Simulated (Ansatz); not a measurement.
# P2W: the cost of one run

Program: Ansatz 0.2.0. Level of theory: DFT PBEsol, scalar-relativistic, plane waves, PAW. These are calculated values, not measurements.

1 further run of the same task is left out (it didn't finish).

### Step 1. The system as given

It takes space group C2/m (No. 12, monoclinic). Conventional cell: a = 8.500 Å, b = 3.168 Å, c = 7.466 Å, α = 90.00°, β = 119.37°, γ = 90.00°. P (site symmetry m) is surrounded by 1 P at 2.19 Å and 3 W at 2.46 to 2.48 Å. P (site symmetry m) has 5 W at 2.49 to 2.64 Å as nearest neighbours. Around W (site symmetry m) lie 8 P at 2.46 to 2.64 Å.

Coordinates:

```cif
data_structure
_symmetry_space_group_name_H-M 'C2/m'
_symmetry_Int_Tables_number 12
_cell_length_a 8.5000
_cell_length_b 3.1680
_cell_length_c 7.4660
_cell_angle_alpha 90.000
_cell_angle_beta 119.367
_cell_angle_gamma 90.000
_cell_volume 175.21
loop_
_atom_site_label
_atom_site_type_symbol
_atom_site_symmetry_multiplicity
_atom_site_Wyckoff_symbol
_atom_site_fract_x
_atom_site_fract_y
_atom_site_fract_z
_atom_site_occupancy
P1 P 4 i 0.63800 0.50000 0.02410 1
P2 P 4 i 0.09880 0.50000 0.39680 1
W1 W 4 i 0.84180 0.00000 0.29350 1
```

The structure comes from the Crystallography Open Database.

(A quick probe on a coarse mesh, which set the mesh and smearing, is not shown.)

### Step 3. Relaxing cell and atoms

The input, input.yaml:

```yaml
crystal:
  lattice:
    - [4.2499995511, -1.5839998327, 0.0]
    - [4.2499995511, 1.5839998327, 0.0]
    - [-3.6613396132, 0.0, 6.5065893128]
  atoms:
    - { symbol: P, position: [0.138, 0.138, 0.0241] }
    - { symbol: P, position: [0.862, 0.862, 0.9759] }
    - { symbol: P, position: [0.5988, 0.5988, 0.3968] }
    - { symbol: P, position: [0.4012, 0.4012, 0.6032] }
    - { symbol: W, position: [0.8418, 0.8418, 0.2935] }
    - { symbol: W, position: [0.1582, 0.1582, 0.7065] }
basis:
  ecutwfc: 420
kpoints:
  mp_grid: { grid: [12, 12, 6] }
hamiltonian:
  xc: pbesol
scf:
  occupations: { method: gaussian, width: 0.1 }
output:
  forces: true
  stress: true
  eigenvalues: true
relax:
  adjacent_minimum: "off"
  f_tol: 0.005
  max_steps: 80
  cell: { stress_tol: 0.05 }
```

Run with:

```console
ansatz run input.yaml --threads 2 --pin off --max-ram 5632MiB --backend cpu --events-out ev --progress --plain --runs-dir out
```

**Question.** How long does this run take on 2 threads of Arm Neoverse V1, shared host, and how much memory does it need?

About 2.2 min, with a peak of 0.74 GiB.
